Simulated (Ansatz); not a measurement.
# CHSeSi+ (SMILES C1=[Si+][Se]1): single points off equilibrium

How do the functionals fare away from a minimum? The structure is a frame of a short trajectory.

Computed with Ansatz 0.2.0, Gaussian basis. Level: single points in def2-TZVPP.

Cores are frozen in the correlated methods. Filled d shells of the heavier atoms are correlated.

### Step 1. The starting structure

SMILES `C1=[Si+][Se]1`, 4 atoms, charge 1, spin multiplicity 1.

Atoms are counted from 1 here; the program's logs count them from 0.

Bond lengths: C1–Si2 1.859 Å, C1–Se3 1.804 Å, C1–H4 1.141 Å, Si2–Se3 2.459 Å. Angles: Si2–C1–Se3 84.4°, Si2–C1–H4 153.0°, Se3–C1–H4 121.8°, C1–Si2–Se3 46.9°, C1–Se3–Si2 48.8°.

As a file:

```
C     0.40266   -0.10409   -0.09983
Si   -0.35846    1.43926    0.60230
Se   -1.29507   -0.71165   -0.13476
H     1.28862   -0.77983   -0.34341
```

### Step 2. PBE-D4/def2-TZVPP

Contents of run/in.yaml:

```yaml
crystal:
  periodic: [false, false, false]
  atoms:
    - {symbol: C, position_ang: [0.402663, -0.104087, -0.099832]}
    - {symbol: Si, position_ang: [-0.358458, 1.439256, 0.602305]}
    - {symbol: Se, position_ang: [-1.295072, -0.711648, -0.134765]}
    - {symbol: H, position_ang: [1.288623, -0.779835, -0.343409]}
basis:
  gaussian: {orbitals: def2-TZVPP}
total_charge: 1
hamiltonian: {xc: pbe, dispersion: d4}
output: {forces: true}
```

On the command line:

```console
ansatz run in.yaml --threads 2 --pin off --events-out ev --progress --plain --max-ram 3481MiB
```

Standard output:

```text
Functional definition: PBE
  name "PBE"
  cite "Perdew, Burke & Ernzerhof, Phys. Rev. Lett. 77, 3865 (1996) doi:10.1103/PhysRevLett.77.3865"
  parent pbe
  parameter kappa = 0.804
  parameter beta = 0.06672455060314922
  exchange = pbe_x(kappa = kappa, mu = beta*pi^2/3)
  correlation = pbe_c(beta = beta)
914 factors; their error is unknown
mean field evaluation 1: about -74232.4124 eV, gradient 1.0e2 eV
mean field evaluation 2: about -74101.6756 eV, gradient 1.6e2 eV
mean field evaluation 4: about -74255.1533 eV, gradient 2.3e1 eV
mean field evaluation 8: about -74256.6039 eV, gradient 3.7e-1 eV
mean field evaluation 16: about -74256.5553 eV, gradient 2.2e-4 eV
mean field -74256.55534151 eV, -2728.8780758994 hartree, gradient 1.6e-5 eV, S^2 0.000000; 0 other end points of the search recorded, 0 dependent functions left out
the calculation of the forces begins
reference -74256.55537318 eV, -2728.8780770632 hartree; 27, 27 occupied and 108, 108 virtual orbitals, 914 factors
Total energy: -74256.65658727 eV, -2728.8817966127 hartree
Atom 0 at     0.402663    -0.104087    -0.099832 Å, force     1.072571    -1.400581    -0.168774 eV/Å
Atom 1 at    -0.358458     1.439256     0.602305 Å, force    -0.332077    -0.185134    -0.129488 eV/Å
Atom 2 at    -1.295072    -0.711648    -0.134765 Å, force     0.181862     0.598179     0.146170 eV/Å
Atom 3 at     1.288623    -0.779835    -0.343409 Å, force    -0.922355     0.987537     0.152093 eV/Å
Dipole moment:     0.399773     0.325257     0.101712 e Å
```

Run time: 1.6 s. Hardware: 2 threads of Arm Neoverse V1, shared host; peak memory 0.15 GiB.

### Step 3. r2SCAN-D4/def2-TZVPP

run/in.yaml: that of step 2 with these lines changed.

```diff
@@ -10,3 +10,3 @@
 total_charge: 1
-hamiltonian: {xc: pbe, dispersion: d4}
+hamiltonian: {xc: r2scan, dispersion: d4}
 output: {forces: true}
```

On the command line:

```console
ansatz run in.yaml --threads 2 --pin off --events-out ev --progress --plain --max-ram 3481MiB
```

Standard output:

```text
Functional definition: r2SCAN
  name "r2SCAN"
  cite "Furness, Kaplan, Ning, Perdew & Sun, J. Phys. Chem. Lett. 11, 8208 (2020) doi:10.1021/acs.jpclett.0c02405"
  cite "Furness, Kaplan, Ning, Perdew & Sun, J. Phys. Chem. Lett. 11, 9248 (2020) doi:10.1021/acs.jpclett.0c03077"
  parent r2scan
  parameter k0 = 0.174
  parameter k1 = 0.065
  parameter a1 = 4.9479
  exchange = r2scan_x(k0 = k0, k1 = k1, a1 = a1)
  correlation = r2scan_c
914 factors; their error is unknown
mean field evaluation 1: about -74250.8080 eV, gradient 8.8e1 eV
mean field evaluation 2: about -74164.9940 eV, gradient 1.5e2 eV
mean field evaluation 4: about -74269.0577 eV, gradient 1.6e1 eV
mean field evaluation 8: about -74269.7693 eV, gradient 9.4e-2 eV
mean field evaluation 16: about -74269.7203 eV, gradient 1.1e-3 eV
mean field -74269.72027421 eV, -2729.3618782526 hartree, gradient 2.2e-5 eV, S^2 0.000000; 0 other end points of the search recorded, 0 dependent functions left out
the calculation of the forces begins
reference -74269.72028376 eV, -2729.3618786036 hartree; 27, 27 occupied and 108, 108 virtual orbitals, 914 factors
Total energy: -74269.73984923 eV, -2729.3625976215 hartree
Atom 0 at     0.402663    -0.104087    -0.099832 Å, force     0.892314    -1.518940    -0.147851 eV/Å
Atom 1 at    -0.358458     1.439256     0.602305 Å, force    -0.339056    -0.489081    -0.254177 eV/Å
Atom 2 at    -1.295072    -0.711648    -0.134765 Å, force     0.561526     0.875647     0.207371 eV/Å
Atom 3 at     1.288623    -0.779835    -0.343409 Å, force    -1.114784     1.132374     0.194656 eV/Å
Dipole moment:     0.425628     0.328340     0.099963 e Å
```

Wall time 3.6 s (2 threads of Arm Neoverse V1, shared host); peak memory 0.17 GiB.

### Step 4. PBE0-D4/def2-TZVPP

run/in.yaml: that of step 3 with these lines changed.

```diff
@@ -10,3 +10,3 @@
 total_charge: 1
-hamiltonian: {xc: r2scan, dispersion: d4}
-output: {forces: true}
+hamiltonian: {xc: pbe0, dispersion: d4}
+output: {forces: true, orbitals: {seedname: orbitals}}
```

On the command line:

```console
ansatz run in.yaml --threads 2 --pin off --events-out ev --progress --plain --max-ram 3481MiB
```

Standard output:

```text
Functional definition: PBE0
  name "PBE0"
  cite "Adamo & Barone, J. Chem. Phys. 110, 6158 (1999) doi:10.1063/1.478522"
[... 2 set-up lines as earlier in the session ...]
  parameter a = 0.25
[... 2 set-up lines as earlier in the session ...]
  exchange = (1 - a)*pbe_x(kappa = kappa, mu = beta*pi^2/3) + a*exact_x
[... 1 set-up line as earlier in the session ...]
942 factors; their error is unknown
mean field evaluation 1: about -74244.2521 eV, gradient 7.8e1 eV
mean field evaluation 2: about -74212.5803 eV, gradient 1.1e2 eV
mean field evaluation 4: about -74257.9315 eV, gradient 1.7e1 eV
mean field evaluation 8: about -74258.7089 eV, gradient 5.6e-2 eV
mean field evaluation 16: about -74259.1379 eV, gradient 1.8e-4 eV
mean field -74259.13787261 eV, -2728.9729821671 hartree, gradient 1.1e-5 eV, S^2 0.000000; 0 other end points of the search recorded, 0 dependent functions left out
the calculation of the forces begins
reference -74259.13789649 eV, -2728.9729830446 hartree; 27, 27 occupied and 108, 108 virtual orbitals, 942 factors
Total energy: -74259.22217168 eV, -2728.9760801008 hartree
Atom 0 at     0.402663    -0.104087    -0.099832 Å, force     0.638713    -1.574829    -0.135237 eV/Å
Atom 1 at    -0.358458     1.439256     0.602305 Å, force    -0.319059    -0.605563    -0.301695 eV/Å
Atom 2 at    -1.295072    -0.711648    -0.134765 Å, force     0.813887     1.011560     0.229548 eV/Å
Atom 3 at     1.288623    -0.779835    -0.343409 Å, force    -1.133541     1.168832     0.207384 eV/Å
Dipole moment:     0.423486     0.351101     0.109830 e Å
```

It took 2.6 s on 2 threads of Arm Neoverse V1, shared host; peak memory 0.25 GiB.

### Step 5. wB97M-V/def2-TZVPP

run/in.yaml: that of step 4 with these lines changed.

```diff
@@ -10,3 +10,3 @@
 total_charge: 1
-hamiltonian: {xc: pbe0, dispersion: d4}
-output: {forces: true, orbitals: {seedname: orbitals}}
+hamiltonian: {xc: {name: wB97M-V}}
+output: {forces: true}
```

On the command line:

```console
ansatz run in.yaml --threads 2 --pin off --events-out ev --progress --plain --max-ram 3481MiB
```

Standard output:

```text
Functional definition: wB97M-V
  name "wB97M-V"
  cite "Mardirossian & Head-Gordon, J. Chem. Phys. 144, 214110 (2016) doi:10.1063/1.4952647"
  cite "Becke, J. Chem. Phys. 107, 8554 (1997) doi:10.1063/1.475007"
  cite "Vydrov & Van Voorhis, J. Chem. Phys. 133, 244103 (2010) doi:10.1063/1.3521275"
  # Of w^i u^j: cxij and so on, Table III.
  parameter omega = 0.3/bohr
  parameter cx = 0.15
  parameter cx01 = 1.007
  parameter cx10 = 0.259
  parameter css00 = 0.443
  parameter css04 = -1.437
  parameter css10 = -4.535
  parameter css20 = -3.390
  parameter css43 = 4.278
  parameter cos00 = 1.000
  parameter cos10 = 1.358
  parameter cos20 = 2.924
  parameter cos21 = -8.812
  parameter cos60 = -1.390
  parameter cos61 = 9.142
  parameter b = 6.0
  parameter c = 0.01
  gx(w, u) = 1 - cx + cx01*u + cx10*w
  gss(w, u) = css00 + css04*u^4 + css10*w + css20*w^2 + css43*w^4*u^3
  gos(w, u) = cos00 + cos10*w + (cos20 + cos21*u)*w^2 + (cos60 + cos61*u)*w^6
  exchange = spin_sum(e_x_unif_sr(omega)*gx(b97_w, b97_u_x)) + cx*exact_x_sr(omega) + exact_x_lr(omega)
  correlation = spin_sum(e_c_pw_mod_same_spin*gss(b97_w, b97_u_same))
      + integral(e_c_pw_mod_opposite_spin*gos(b97_w_opposite, b97_u_opposite)) + vv10(b, c)
925 factors; their error is unknown
171 factors; integrals over basis functions are off by at most 3.4e-5 eV
mean field evaluation 1: about -74260.3068 eV, gradient 5.3e1 eV
mean field evaluation 2: about -74257.8416 eV, gradient 5.7e1 eV
mean field evaluation 4: about -74266.8589 eV, gradient 3.6e0 eV
mean field evaluation 8: about -74266.8846 eV, gradient 8.9e-2 eV
mean field evaluation 16: about -74267.1226 eV, gradient 5.1e-4 eV
mean field -74267.12259642 eV, -2729.2664153548 hartree, gradient 4.3e-5 eV, S^2 0.000000; 0 other end points of the search recorded, 0 dependent functions left out
the calculation of the forces begins
reference -74267.12263444 eV, -2729.2664167521 hartree; 27, 27 occupied and 108, 108 virtual orbitals, 925 factors
Total energy: -74267.12263444 eV, -2729.2664167521 hartree
Atom 0 at     0.402663    -0.104087    -0.099832 Å, force     0.499570    -1.603517    -0.118452 eV/Å
Atom 1 at    -0.358458     1.439256     0.602305 Å, force    -0.271982    -0.652742    -0.326877 eV/Å
Atom 2 at    -1.295072    -0.711648    -0.134765 Å, force     0.990693     1.042765     0.221454 eV/Å
Atom 3 at     1.288623    -0.779835    -0.343409 Å, force    -1.218281     1.213494     0.223876 eV/Å
Dipole moment:     0.424514     0.409289     0.132814 e Å
```

It took 9.5 s on 2 threads of Arm Neoverse V1, shared host; peak memory 0.33 GiB.

### Step 6. CCSD(T)/def2-TZVPP

run/in.yaml: that of step 5 with these lines changed.

```diff
@@ -10,3 +10,3 @@
 total_charge: 1
-hamiltonian: {xc: {name: wB97M-V}}
+correlation: {method: ccsd_t}
 output: {forces: true}
```

On the command line:

```console
ansatz run in.yaml --threads 2 --pin off --events-out ev --progress --plain --max-ram 3481MiB
```

Standard output:

```text
Functional definition: HF
  name "HF"
  cite "Fock, Z. Phys. 61, 126 (1930) doi:10.1007/BF01340294"
[... 1 set-up line as earlier in the session ...]
  exchange = exact_x
  correlation = 0
849 factors; integrals over basis functions are off by at most 1.0e-3 eV
mean field evaluation 1: about -74200.0841 eV, gradient 3.3e1 eV
mean field evaluation 2: about -74200.3360 eV, gradient 3.3e1 eV
mean field evaluation 4: about -74203.1818 eV, gradient 4.0e0 eV
mean field evaluation 8: about -74203.2555 eV, gradient 5.0e-1 eV
mean field evaluation 16: about -74203.2588 eV, gradient 1.6e-6 eV
mean field -74203.25876935 eV, -2726.9194629984 hartree, gradient 2.0e-6 eV, S^2 0.000000; 0 other end points of the search recorded, 0 dependent functions left out; unrestricted orbitals would lower it
15 core orbitals not correlated: weight in the atoms' cores, before any rotation towards them, 1.000 or more for the frozen orbitals, at most 0.000 for the correlated occupied ones
reference -74203.25876935 eV, -2726.9194629984 hartree; 12, 12 occupied and 108, 108 virtual orbitals, 849 factors
second order -13.68111696 eV of doubles, -0.00000000 eV of singles
cycle   1  -13.46740590 eV  change    2.1e-1 eV  update   1.2e-1
cycle   2  -13.95790490 eV  change   -4.9e-1 eV  update   4.0e-2
cycle   3  -14.08098625 eV  change   -1.2e-1 eV  update   2.2e-2
cycle   4  -14.06573318 eV  change    1.5e-2 eV  update   6.5e-3
cycle   5  -14.06741256 eV  change   -1.7e-3 eV  update   3.3e-3
cycle   6  -14.06863668 eV  change   -1.2e-3 eV  update   1.0e-3
cycle   7  -14.06791146 eV  change    7.3e-4 eV  update   3.6e-4
cycle   8  -14.06797528 eV  change   -6.4e-5 eV  update   1.8e-4
cycle   9  -14.06800722 eV  change   -3.2e-5 eV  update   9.8e-5
cycle  10  -14.06788609 eV  change    1.2e-4 eV  update   5.8e-5
cycle  11  -14.06795719 eV  change   -7.1e-5 eV  update   3.1e-5
cycle  12  -14.06794627 eV  change    1.1e-5 eV  update   1.2e-5
cycle  13  -14.06796456 eV  change   -1.8e-5 eV  update   5.4e-6
cycle  14  -14.06796394 eV  change    6.2e-7 eV  update   2.3e-6
perturbative correction -0.78074977 eV, -0.0286920250 hartree
the calculation of the forces begins
working
mean field evaluation 32: about -74203.2588 eV, gradient 2.0e-6 eV
Total energy: -74218.10748306 eV, -2727.4651431625 hartree
Atom 0 at     0.402663    -0.104087    -0.099832 Å, force     1.172978    -1.493946    -0.176344 eV/Å
Atom 1 at    -0.358458     1.439256     0.602305 Å, force    -0.262737    -0.374672    -0.212542 eV/Å
Atom 2 at    -1.295072    -0.711648    -0.134765 Å, force     0.251968     0.663356     0.161204 eV/Å
Atom 3 at     1.288623    -0.779835    -0.343409 Å, force    -1.162209     1.205262     0.227681 eV/Å
Dipole moment:     0.415151     0.365058     0.115784 e Å
```

Wall time 85 s (2 threads of Arm Neoverse V1, shared host); peak memory 1.1 GiB.

### Step 7. The levels compared

```tsv
method	RMS force component (eV/Å)	RMS error against CCSD(T) (eV/Å)	angle to CCSD(T) forces (°)
PBE-D4	0.681	0.125	6.1
r2SCAN-D4	0.776	0.145	10.7
PBE0-D4	0.811	0.259	18.6
wB97M-V	0.845	0.324	22.5
CCSD(T)	0.779	reference	reference
```

Energy less the free neutral atoms in their ground states at the same level (atoms from separate runs):

Differences are taken before rounding.

```tsv
method	rung	energy less atoms (kJ/mol)	from CCSD(T) (kJ/mol)
PBE-D4	GGA	-626.0	-104.9
r2SCAN-D4	meta-GGA	-559.8	-38.8
PBE0-D4	hybrid	-564.9	-43.8
wB97M-V	range-separated hybrid	-565.8	-44.7
Hartree-Fock	wavefunction	-129.0	+392.0
MP2	wavefunction	-568.0	-47.0
CCSD	wavefunction	-474.3	+46.7
CCSD(T)	wavefunction	-521.1	0
```

What each level took, beside its miss in the forces (shared host):

```tsv
method	time	RMS force error (eV/Å)
PBE-D4	1.6 s	0.125
r2SCAN-D4	3.6 s	0.145
PBE0-D4	2.6 s	0.259
wB97M-V	9.5 s	0.324
CCSD(T)	85 s	0
```

### Step 8. Outcome

| quantity | value |
| --- | --- |
| energy less free atoms, CCSD(T)/def2-TZVPP | -521.1 kJ/mol |
| RMS force component | 0.681 to 0.845 eV/Å over the methods |
| RMS force error | PBE-D4 0.125, r2SCAN-D4 0.145, PBE0-D4 0.259, wB97M-V 0.324 eV/Å |
| HOMO and LUMO, PBE0-D4 | -13.77 and -9.69 eV |
| T1 diagnostic | 0.016 |

Against CCSD(T) the functionals' energies less atoms differ by -104.9 to -38.8 kJ/mol, PBE-D4 by -104.9 kJ/mol. A larger basis would deepen the CCSD(T) value, while the functionals are nearly converged already, so the order here is not reliable. On forces the order runs from PBE-D4 to wB97M-V. Frozen-core CCSD(T) forces in triple zeta carry basis errors of their own, and this is one geometry, so small gaps rank nothing. The restricted Hartree–Fock reference is unstable towards an unrestricted one at one or more of these structures.
